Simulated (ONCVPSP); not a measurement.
# An ONCV potential for Ga, from input to tests

Aim: build the potential from the settings below, then test how well it stands in for the atom: other configurations, scattering, ghost states and the plane-wave cutoff that it needs.

Program: ONCVPSP 4.0.1. Reference atom: PBE, scalar-relativistic, spherical and spin-unpolarised. All values are calculated.

**1. The design**

Typed settings, in words:

```json
{"element": "gallium (Ga, Z = 31)", "type": "optimised norm-conserving Vanderbilt (ONCV)", "frozen core": "[Ar] 3d10", "valence charge": "3", "reference configuration": "4s1 (charge +2)", "partial waves": "4s: rc 1.65 bohr, ncon 3, nbas 7, qcut 4.2 1/bohr, 3 projectors, debl 1.5 Ha; p scattering state at 0.06 Ha: rc 1.40 bohr, ncon 4, nbas 8, qcut 4.7 1/bohr, 2 projectors, debl 2.3 Ha", "local potential": "polynomial inside 1.25 bohr (lpopt 2, dvloc0 0 Ha)", "core correction": "Teter function, fcfact 3.5, rcfact 1.55"}
```

An earlier all-electron run gives the scale for the radii.

All-electron outer shells of the reference configuration (PBE, scalar-relativistic, ld1.x):

```json
{"shell": "3d", "level (eV)": "-39.36", "outermost node (bohr)": "–", "outermost maximum (bohr)": "0.53"}
{"shell": "4s", "level (eV)": "-26.07", "outermost node (bohr)": "0.80", "outermost maximum (bohr)": "1.78"}
{"shell": "4p", "level (eV)": "-17.74", "outermost node (bohr)": "0.86", "outermost maximum (bohr)": "2.12"}
```

**2. The generation run**

File Ga.dat:

```
# ATOM AND REFERENCE CONFIGURATION
# atsym  z   nc   nv     iexc    psfile
  Ga 31.00    6    1        4      upf
#
#   n    l    f
    1    0    2.00
    2    0    2.00
    2    1    6.00
    3    0    2.00
    3    1    6.00
    3    2   10.00
    4    0    1.00
#
# PSEUDOPOTENTIAL AND OPTIMIZATION
# lmax
    1
#
#   l,   rc,      ep,       ncon, nbas, qcut
    0    1.65    0.00    3    7    4.20
    1    1.40    0.06    4    8    4.70
#
# LOCAL POTENTIAL
# lloc, lpopt,  rc(5),   dvloc0
    4    2    1.25    0.00
#
# VANDERBILT-KLEINMAN-BYLANDER PROJECTORs
# l, nproj, debl
    0    3    1.50
    1    2    2.30
#
# MODEL CORE CHARGE
# icmod, fcfact, rcfact
    3    3.50    1.55
#
# LOG DERIVATIVE ANALYSIS
# epsh1, epsh2, depsh
   -2.00    5.00    0.02
#
# OUTPUT GRID
# rlmax, drl
    6.00    0.01
#
# TEST CONFIGURATIONS
# ncnf
    4
# nvcnf
#   n    l    f
    2
    4    0    2.00
    4    1    1.00
#
    1
    4    0    2.00
#
    2
    4    0    2.00
    4    1    0.50
#
    2
    4    0    1.00
    4    1    1.00
#
```

The run is started by

```
$ oncvpsp.x < Ga.dat > Ga.out
```

Q: Predict the outcome of this session. Wanted: cutoffs for 1 and 0.1 mHa per electron, occupied waves; bound ghosts; GHOST(+) flags; largest test error; largest phase difference near zero energy, channels read; rms error of d²Exc/dn², without and with the model core.

As calculated:

```
                                                quantity                            value
  cutoffs for 1 and 0.1 mHa per electron, occupied waves                 7.8 Ha and 15 Ha
                                            bound ghosts  s at -174.07 eV, p at -85.82 eV
                                          GHOST(+) flags               none at low energy
                            largest test error (AE − PS)            -222 meV, for 4s2 4p1
largest phase difference near zero energy, channels read                        0.001 rad
 rms error of d²Exc/dn², without and with the model core              47.47 and 10.78 mHa
```

It has a bound ghost (s, p), a state that the atom doesn't have, and that rules the file out. Close by lies the frozen 3s level (-168.5 eV). The worst unpolarised test, 4s2 4p1, is off by 222 meV on 26.8 eV; by total energies transferability rates as poor. By its cutoff, 7.8 Ha for the looser tolerance, it is soft on the atom at that tolerance. That counts occupied waves only; other projectors can need more. Near zero energy the phases of the channels with partial waves agree within 0.001 rad.
